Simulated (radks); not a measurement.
# Bi²⁺ in [Hg] 6p0.75 7p0.25: an all-electron calculation

Aim: the levels, the sizes of the orbitals and the parts of the energy of the bismuth ion Bi2+.

The numbers are computed with radks (a radial shooting solver on a logarithmic mesh, Libxc functionals) version 1 (scalar-relativistic Kohn-Sham, TASK exchange with Perdew-Wang LDA correlation, spin-polarised, spherical densities, finite nucleus; open shells are filled with parallel spins first), except any that are marked as measured or tabulated.

## 1. What is computed

- element: bismuth (Z = 83)
- charge: +2
- electrons: 81
- configuration: [Hg] 6p0.75 7p0.25
- nuclear rms radius: 5.5211 fm

## 2. Self-consistent calculation

The run's settings:

```text
Z 83
configuration [Hg] 6p0.75 7p0.25
relativity scalar-relativistic
functional task,pw
spin polarised
nucleus finite rms 5.5211 fm
c 137.035999084
```

**Question.** What will this run give?

**Answer**, as computed:

| quantity | value |
| --- | --- |
| total energy | -21523.6706 hartree |
| exchange-correlation share of it | 1.82 % |
| −T/E | 1.1334 |
| highest occupied level | 7p up, -7.212 eV |
| most extended occupied level | 7p up, <r> = 6.65 bohr |
| radius at density 0.001 e/bohr³ | 3.77 bohr |
| maxima of the radial density | 5 |

What this shows: The radial density shows 5 maxima for 7 occupied principal shells; where shells overlap, one shows as a shoulder or not at all. Relativity lifts −T/E to 1.133. This is not the tabulated ground configuration, so its levels and sizes aren't those of the ground state, and no measured value stands beside it.
